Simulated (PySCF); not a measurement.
**A gas-phase reaction: ClGeH5OSi + F → ClGeH4OSi + FH**

Aim: the reaction energy of `O[SiH](Cl)[GeH3]` + `[F-]` → `[O-][SiH](Cl)[GeH3]` + `F`.

Computed with PySCF 2.14.0; each step states its level. No surroundings beyond the atoms listed, unless a continuum is named. Atoms count from 0, parts from 1.

## 1. Starting point

Each species was relaxed by itself at PBE0-D3(BJ)/def2-SVPD.

## 2. Reaction energy: wB97M-D3(BJ)/def2-TZVPD

What the job is given:

```
{"job": {"kind": "react", "xc": "wB97M-D3(BJ)", "basis": "def2-TZVPD"}, "charge": 0, "multiplicity": 1}
-1 ClGeH5OSi charge 0 multiplicity 1
O      1.129880     0.947970     1.460230
Si    -0.201480     0.956580     0.457480
Cl    -1.954840     0.880240     1.595220
Ge    -0.068240    -0.987100    -0.896170
H      1.241330     1.673340     2.080550
H     -0.293270     2.242960    -0.290960
H     -0.146620    -2.238070    -0.009050
H      1.252780    -0.994230    -1.683120
H     -1.243970    -0.988470    -1.886850

-1 F charge -1 multiplicity 1
F      0.000000     0.000000     0.000000

+1 ClGeH4OSi charge -1 multiplicity 1
O      1.955660     1.496190    -0.852960
Si     1.370770     0.494850     0.202150
Cl     2.185530    -1.540210     0.144400
Ge    -0.973580    -0.010400    -0.048500
H      1.573630     0.773380     1.674030
H     -1.571780    -0.940230     1.047420
H     -1.322670    -0.705420    -1.390070
H     -1.883890     1.251210    -0.010430

+1 FH charge 0 multiplicity 1
F      0.459980    -0.005000     0.008940
H     -0.459980     0.005000    -0.008940
```

With the program's defaults for keys left out, this is: wB97M-D3(BJ)/def2-TZVPD reaction energy of separated species, gas phase.

Started as:

```console
> OMP_NUM_THREADS=1 python cluster_run.py task.json out
```

The driver reads the jobs from task.json and runs them one after another.

Standard output:

```text
species 1 (ClGeH5OSi)
coarse grid: 37688 points
cycle   1  E = -2905.0814850011  dE = -4.341e-01  |g| = 8.917e-01  |ddm| = 2.385e+00
cycle   2  E = -2905.0713533413  dE =  1.013e-02  |g| = 9.894e-01  |ddm| = 1.074e+00
cycle   3  E = -2905.2024990616  dE = -1.311e-01  |g| = 7.077e-02  |ddm| = 5.287e-01
cycle   4  E = -2905.2034133497  dE = -9.143e-04  |g| = 3.776e-02  |ddm| = 7.598e-02
cycle   5  E = -2905.2036359481  dE = -2.226e-04  |g| = 6.328e-03  |ddm| = 2.897e-02
cycle   6  E = -2905.2036475186  dE = -1.157e-05  |g| = 2.693e-03  |ddm| = 1.009e-02
cycle   7  E = -2905.2036491133  dE = -1.595e-06  |g| = 5.562e-04  |ddm| = 3.481e-03
final grid: 74784 points
cycle   8  E = -2905.2035895219  dE = -2.206e-07  |g| = 3.246e-04  |ddm| = 3.298e-03
cycle   9  E = -2905.2035895461  dE = -2.419e-08  |g| = 2.712e-04  |ddm| = 6.724e-04
cycle  10  E = -2905.2035895564  dE = -1.027e-08  |g| = 4.302e-05  |ddm| = 1.930e-04
cycle  11  E = -2905.2035895577  dE = -1.355e-09  |g| = 2.462e-05  |ddm| = 1.100e-04
cycle  12  E = -2905.2035895579  dE = -1.974e-10  |g| = 3.834e-06  |ddm| = 3.738e-05
converged SCF energy = -2905.2035895579

species 2 (F)
coarse grid: 5304 points
cycle   1  E = -99.7735595435  dE = -1.701e-01  |g| = 8.390e-01  |ddm| = 3.042e-01
cycle   2  E = -99.4217741307  dE =  3.518e-01  |g| = 1.736e+00  |ddm| = 1.187e+00
cycle   3  E = -99.9129072191  dE = -4.911e-01  |g| = 3.879e-02  |ddm| = 7.668e-01
cycle   4  E = -99.9130379075  dE = -1.307e-04  |g| = 2.144e-02  |ddm| = 3.124e-02
cycle   5  E = -99.9130976974  dE = -5.979e-05  |g| = 1.450e-03  |ddm| = 8.861e-03
cycle   6  E = -99.9130979605  dE = -2.631e-07  |g| = 2.299e-04  |ddm| = 4.862e-04
final grid: 11608 points
cycle   7  E = -99.9130859017  dE =  1.872e-09  |g| = 2.255e-04  |ddm| = 1.777e-04
cycle   8  E = -99.9130858948  dE =  6.925e-09  |g| = 3.200e-04  |ddm| = 1.966e-04
cycle   9  E = -99.9130859089  dE = -1.404e-08  |g| = 1.900e-06  |ddm| = 1.112e-04
cycle  10  E = -99.9130859089  dE = -1.251e-12  |g| = 7.399e-08  |ddm| = 3.603e-06
converged SCF energy = -99.9130859089

species 3 (ClGeH4OSi)
coarse grid: 35216 points
cycle   1  E = -2904.4093879997  dE = -5.750e-01  |g| = 1.156e+00  |ddm| = 2.320e+00
cycle   2  E = -2903.8820250134  dE =  5.274e-01  |g| = 1.989e+00  |ddm| = 2.069e+00
cycle   3  E = -2904.6489673383  dE = -7.669e-01  |g| = 2.169e-01  |ddm| = 1.558e+00
cycle   4  E = -2904.6560809075  dE = -7.114e-03  |g| = 9.363e-02  |ddm| = 1.907e-01
cycle   5  E = -2904.6570430864  dE = -9.622e-04  |g| = 1.405e-02  |ddm| = 7.293e-02
cycle   6  E = -2904.6571002007  dE = -5.711e-05  |g| = 6.296e-03  |ddm| = 2.481e-02
cycle   7  E = -2904.6571100251  dE = -9.824e-06  |g| = 9.339e-04  |ddm| = 9.858e-03
final grid: 69408 points
cycle   8  E = -2904.6569865613  dE = -6.749e-07  |g| = 4.587e-04  |ddm| = 3.604e-03
cycle   9  E = -2904.6569866315  dE = -7.015e-08  |g| = 5.205e-04  |ddm| = 1.167e-03
cycle  10  E = -2904.6569866825  dE = -5.108e-08  |g| = 1.107e-04  |ddm| = 3.701e-04
cycle  11  E = -2904.6569866905  dE = -7.952e-09  |g| = 5.431e-05  |ddm| = 3.103e-04
cycle  12  E = -2904.6569866918  dE = -1.289e-09  |g| = 1.233e-05  |ddm| = 1.209e-04
cycle  13  E = -2904.6569866918  dE = -4.184e-11  |g| = 3.939e-06  |ddm| = 1.900e-05
converged SCF energy = -2904.6569866918

species 4 (FH)
coarse grid: 7776 points
cycle   1  E = -100.4688142129  dE = -9.408e-02  |g| = 4.644e-01  |ddm| = 6.197e-01
cycle   2  E = -100.4724953808  dE = -3.681e-03  |g| = 5.038e-01  |ddm| = 3.808e-01
cycle   3  E = -100.5053085158  dE = -3.281e-02  |g| = 2.574e-02  |ddm| = 1.678e-01
cycle   4  E = -100.5053844939  dE = -7.598e-05  |g| = 5.006e-03  |ddm| = 1.077e-02
cycle   5  E = -100.5053891351  dE = -4.641e-06  |g| = 4.334e-04  |ddm| = 3.766e-03
final grid: 16976 points
cycle   6  E = -100.5053938022  dE = -6.399e-08  |g| = 1.074e-04  |ddm| = 8.224e-04
cycle   7  E = -100.5053938056  dE = -3.439e-09  |g| = 8.327e-05  |ddm| = 2.187e-04
cycle   8  E = -100.5053938065  dE = -9.061e-10  |g| = 2.023e-05  |ddm| = 3.761e-05
converged SCF energy = -100.5053938065

Reaction energy = -28.206 kcal/mol
```

Wall time 44 s (1 thread of Arm Neoverse V2, shared host); peak memory 0.79 GiB.

Species by species (with the dispersion term, which the log's SCF energies lack):

```tsv
ν	species	energy (Eh)	HOMO (eV)
-1	O[SiH](Cl)[GeH3]	-2905.21255	-10.31
-1	[F-]	-99.91309	-2.89
+1	[O-][SiH](Cl)[GeH3]	-2904.66495	-4.55
+1	F	-100.50563	-14.54
```

## 3. Reaction energy: PBE0-D3(BJ)/def2-TZVPD

Same as in step 2 but for these lines:

```diff
@@ -1,2 +1,2 @@
-{"job": {"kind": "react", "xc": "wB97M-D3(BJ)", "basis": "def2-TZVPD"}, "charge": 0, "multiplicity": 1}
+{"job": {"kind": "react", "xc": "PBE0", "basis": "def2-TZVPD", "disp": "d3bj"}, "charge": 0, "multiplicity": 1}
 -1 ClGeH5OSi charge 0 multiplicity 1
```

Method: PBE0-D3(BJ)/def2-TZVPD reaction energy of separated species, gas phase.

Standard output:

```text
species 1 (ClGeH5OSi)
coarse grid: 37688 points
cycle   1  E = -2904.3466781179  dE = -3.914e-01  |g| = 9.431e-01  |ddm| = 2.415e+00
cycle   2  E = -2904.1502527798  dE =  1.964e-01  |g| = 1.410e+00  |ddm| = 1.286e+00
cycle   3  E = -2904.4602049561  dE = -3.100e-01  |g| = 1.898e-01  |ddm| = 8.204e-01
cycle   4  E = -2904.4660046339  dE = -5.800e-03  |g| = 4.178e-02  |ddm| = 1.296e-01
cycle   5  E = -2904.4661876774  dE = -1.830e-04  |g| = 7.565e-03  |ddm| = 3.062e-02
cycle   6  E = -2904.4661994493  dE = -1.177e-05  |g| = 2.440e-03  |ddm| = 7.832e-03
cycle   7  E = -2904.4662008690  dE = -1.420e-06  |g| = 5.631e-04  |ddm| = 2.219e-03
final grid: 74784 points
cycle   8  E = -2904.4662196257  dE = -3.469e-08  |g| = 6.862e-04  |ddm| = 3.887e-03
cycle   9  E = -2904.4662195701  dE =  5.556e-08  |g| = 8.748e-04  |ddm| = 1.139e-03
cycle  10  E = -2904.4662197250  dE = -1.549e-07  |g| = 7.337e-05  |ddm| = 6.198e-04
cycle  11  E = -2904.4662197259  dE = -9.741e-10  |g| = 1.475e-05  |ddm| = 4.704e-05
converged SCF energy = -2904.4662197259

species 2 (F)
coarse grid: 1088 points
cycle   1  E = -99.6480299908  dE = -8.108e-02  |g| = 8.599e-01  |ddm| = 3.156e-01
cycle   2  E = -97.8823061729  dE =  1.766e+00  |g| = 3.110e+00  |ddm| = 2.037e+00
cycle   3  E = -99.7922027745  dE = -1.910e+00  |g| = 7.027e-02  |ddm| = 1.718e+00
cycle   4  E = -99.7924511220  dE = -2.483e-04  |g| = 5.277e-02  |ddm| = 6.585e-02
cycle   5  E = -99.7928802840  dE = -4.292e-04  |g| = 8.706e-03  |ddm| = 1.832e-02
cycle   6  E = -99.7928921043  dE = -1.182e-05  |g| = 1.037e-03  |ddm| = 3.146e-03
cycle   7  E = -99.7928922756  dE = -1.713e-07  |g| = 4.564e-06  |ddm| = 4.256e-04
final grid: 11608 points
cycle   8  E = -99.7963210859  dE = -3.387e-06  |g| = 9.094e-04  |ddm| = 3.670e-03
cycle   9  E = -99.7963207951  dE =  2.908e-07  |g| = 1.611e-03  |ddm| = 9.527e-04
cycle  10  E = -99.7963211908  dE = -3.957e-07  |g| = 1.338e-04  |ddm| = 7.234e-04
cycle  11  E = -99.7963211937  dE = -2.821e-09  |g| = 9.473e-06  |ddm| = 6.123e-05
cycle  12  E = -99.7963211937  dE = -1.552e-11  |g| = 5.050e-07  |ddm| = 4.784e-06
converged SCF energy = -99.7963211937

species 3 (ClGeH4OSi)
coarse grid: 35216 points
cycle   1  E = -2903.6629555778  dE = -4.708e-01  |g| = 1.193e+00  |ddm| = 2.356e+00
cycle   2  E = -2899.3228366872  dE =  4.340e+00  |g| = 3.654e+00  |ddm| = 2.252e+01
cycle   3  E = -2903.8564085962  dE = -4.534e+00  |g| = 5.133e-01  |ddm| = 2.249e+01
cycle   4  E = -2903.9002037489  dE = -4.380e-02  |g| = 3.079e-01  |ddm| = 6.041e-01
cycle   5  E = -2903.9145363238  dE = -1.433e-02  |g| = 5.630e-02  |ddm| = 1.882e-01
cycle   6  E = -2903.9152643123  dE = -7.280e-04  |g| = 2.608e-02  |ddm| = 5.486e-02
cycle   7  E = -2903.9153928406  dE = -1.285e-04  |g| = 6.452e-03  |ddm| = 1.907e-02
cycle   8  E = -2903.9154022200  dE = -9.379e-06  |g| = 1.987e-03  |ddm| = 5.628e-03
final grid: 69408 points
cycle   9  E = -2903.9153804210  dE =  1.623e-06  |g| = 3.559e-03  |ddm| = 4.573e-03
cycle  10  E = -2903.9153723190  dE =  8.102e-06  |g| = 7.423e-03  |ddm| = 6.714e-03
cycle  11  E = -2903.9153829529  dE = -1.063e-05  |g| = 7.584e-04  |ddm| = 4.503e-03
cycle  12  E = -2903.9153830930  dE = -1.401e-07  |g| = 5.373e-05  |ddm| = 5.572e-04
cycle  13  E = -2903.9153830935  dE = -5.311e-10  |g| = 5.113e-06  |ddm| = 4.938e-05
converged SCF energy = -2903.9153830935

species 4 (FH)
coarse grid: 1712 points
cycle   1  E = -100.3541473850  dE = -3.604e-02  |g| = 4.958e-01  |ddm| = 6.253e-01
cycle   2  E = -100.3146288022  dE =  3.952e-02  |g| = 7.430e-01  |ddm| = 5.125e-01
cycle   3  E = -100.3938718175  dE = -7.924e-02  |g| = 2.284e-02  |ddm| = 2.892e-01
cycle   4  E = -100.3939473734  dE = -7.556e-05  |g| = 4.205e-03  |ddm| = 9.787e-03
cycle   5  E = -100.3939493574  dE = -1.984e-06  |g| = 3.557e-04  |ddm| = 1.247e-03
final grid: 16976 points
cycle   6  E = -100.3948398758  dE = -1.860e-05  |g| = 4.006e-03  |ddm| = 7.552e-03
cycle   7  E = -100.3948379410  dE =  1.935e-06  |g| = 5.511e-03  |ddm| = 3.360e-03
cycle   8  E = -100.3948420496  dE = -4.109e-06  |g| = 9.870e-05  |ddm| = 2.018e-03
cycle   9  E = -100.3948420509  dE = -1.264e-09  |g| = 1.771e-05  |ddm| = 3.903e-05
cycle  10  E = -100.3948420509  dE = -4.707e-11  |g| = 3.064e-06  |ddm| = 1.023e-05
converged SCF energy = -100.3948420509

Reaction energy = -29.609 kcal/mol
```

Run time: 24 s. Hardware: 1 thread of Arm Neoverse V2, shared host; peak memory 0.72 GiB.

Reaction energy at this level: -29.61 kcal/mol.

## 4. Side by side

Energies in kcal/mol, with wall time:

```tsv
run	reaction	time
wB97M-D3(BJ)/def2-TZVPD	-28.21	44 s
PBE0-D3(BJ)/def2-TZVPD	-29.61	24 s
```

## 5. What came out

```
                                                quantity                      value
               reaction energy (wB97M-D3(BJ)/def2-TZVPD)            -28.21 kcal/mol
                     ΔH, ΔG at 298 K (xTB thermal terms)      -29.5, -32.3 kcal/mol
range of the reaction energy over the runs of this table  -29.61 to -28.21 kcal/mol
```

In words: The reaction is exothermic by 29.5 kcal/mol in the gas phase; dispersion gives +0.47, and xTB itself gave -34.72 for the electronic energy (xTB energies and thermal terms come from the earlier relaxation of each species, not shown). No barrier was sought. The reaction energy runs from -29.61 (PBE0-D3(BJ)/def2-TZVPD) to -28.21 kcal/mol (wB97M-D3(BJ)/def2-TZVPD).
